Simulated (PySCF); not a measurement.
# H12O6Y ([Y(H2O)6]3+): the cost of one run

Programs: PySCF 2.14.0, with routines of our own; each step states its level. All values are computed. Atoms count from 0.

### 1 The starting structure

19 atoms, charge 3, multiplicity 1; geometry from: GFN2-xTB.

### 2 Relaxing the molecule at PBE0-D3(BJ)/def2-SVP

Job settings and geometry (Å):

```
{"job": {"xc": "PBE0", "basis": "def2-SVP", "d3": "d3bj", "grid": 1, "maxiter": 30, "shake": 0.03, "kind": "geom"}, "charge": 3, "multiplicity": 1}
Y      0.061730    -0.076830     0.012500
O      0.144180     0.149360     2.121380
H      0.082890     0.966360     2.650620
H      0.376840    -0.546580     2.774480
O     -0.167150    -0.184070    -2.159100
H     -0.270990     0.567830    -2.792960
H     -0.130350    -0.981650    -2.673500
O      2.174220     0.180050    -0.178150
H      2.780090     0.289470     0.611370
H      2.667980     0.140530    -0.943210
O     -2.153940    -0.167510     0.189940
H     -2.657940    -0.150490     0.994290
H     -2.869390    -0.237320    -0.582660
O     -0.214820     2.135630    -0.138690
H     -0.989970     2.641500    -0.154560
H      0.549830     2.828390    -0.242090
O      0.168860    -2.094510     0.153020
H     -0.580920    -2.766380     0.292770
H      0.966070    -2.700330     0.149150
```

Started as:

```bash
OMP_NUM_THREADS=1 python heavy_run.py task.json out
```

The driver reads the jobs from task.json and runs them one after another.

Q: Estimate the wall time and peak memory of this first job on 1 thread of Arm Neoverse V1, shared host.

About 3.3 min, with a peak of 0.73 GiB.
